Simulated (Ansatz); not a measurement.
# Ru3C2: the cost of one run

Method: DFT PBE, scalar-relativistic, plane waves, PAW, in Ansatz 0.2.0.

## 1. The system as given

Symmetry: P-6m2, No. 187, hexagonal system. The conventional cell has a = 3.876 Å, b = 3.876 Å, c = 4.759 Å, α = 90.00°, β = 90.00°, γ = 120.00°. Ru (site symmetry 3m) is surrounded by 5 Ru at 2.34 to 2.54 Å and 6 C at 2.52 to 2.54 Å. Ru (site symmetry -6m2) has 5 C at 2.24 to 2.38 Å and 6 Ru at 2.54 Å in its first shell of neighbours. C (site symmetry -6m2) has 8 Ru at 2.38 to 2.52 Å in its first shell of neighbours. Around C (site symmetry -6m2) lie 9 Ru at 2.24 to 2.54 Å.

As a file:

```cif
data_structure
_symmetry_space_group_name_H-M 'P 1'
_symmetry_Int_Tables_number 1
_cell_length_a 3.8756
_cell_length_b 3.8756
_cell_length_c 4.7592
_cell_angle_alpha 90.000
_cell_angle_beta 90.000
_cell_angle_gamma 120.000
_cell_volume 61.91
loop_
_atom_site_label
_atom_site_type_symbol
_atom_site_fract_x
_atom_site_fract_y
_atom_site_fract_z
_atom_site_occupancy
Ru1 Ru 0.00000 0.00000 0.74540 1
Ru2 Ru 0.00000 0.00000 0.25460 1
Ru3 Ru 0.66667 0.33333 0.00000 1
C1 C 0.66667 0.33333 0.50000 1
C2 C 0.33333 0.66667 0.00000 1
```

Recipe of the guess: species swapped into a database cell of Fe3Ge2 (P-6m2, No. 187), with Ru on the Fe sites and C on the Ge sites. Its size is a rough estimate.

## 2. The guess as it stands, on a coarse mesh

Contents of input.yaml:

```yaml
crystal:
  lattice:
    - [3.87564964, 0.0, 0.0]
    - [-1.93782482, 3.35641104, 0.0]
    - [0.0, 0.0, 4.75915731]
  atoms:
    - { symbol: Ru, position: [0.0, 0.0, 0.74540001] }
    - { symbol: Ru, position: [0.0, 0.0, 0.25459999] }
    - { symbol: Ru, position: [0.66666667, 0.33333333, 0.0] }
    - { symbol: C, position: [0.66666667, 0.33333333, 0.5] }
    - { symbol: C, position: [0.33333333, 0.66666667, 0.0] }
basis:
  ecutwfc: 420
kpoints:
  mp_grid: { grid: [6, 6, 4] }
hamiltonian:
  xc: pbe
scf:
  occupations: { method: gaussian, width: 0.1 }
  lower_state_search: "off"
output:
  forces: true
  stress: true
  eigenvalues: true
```

Started as:

```
> ansatz run input.yaml --threads 1 --pin off --max-ram 2560MiB --backend cpu --events-out ev --progress --plain --runs-dir out
```

Q: Estimate wall time and peak memory on 1 thread of Arm Neoverse N1, shared host.

About 6.6 s, with a peak of 0.29 GiB.
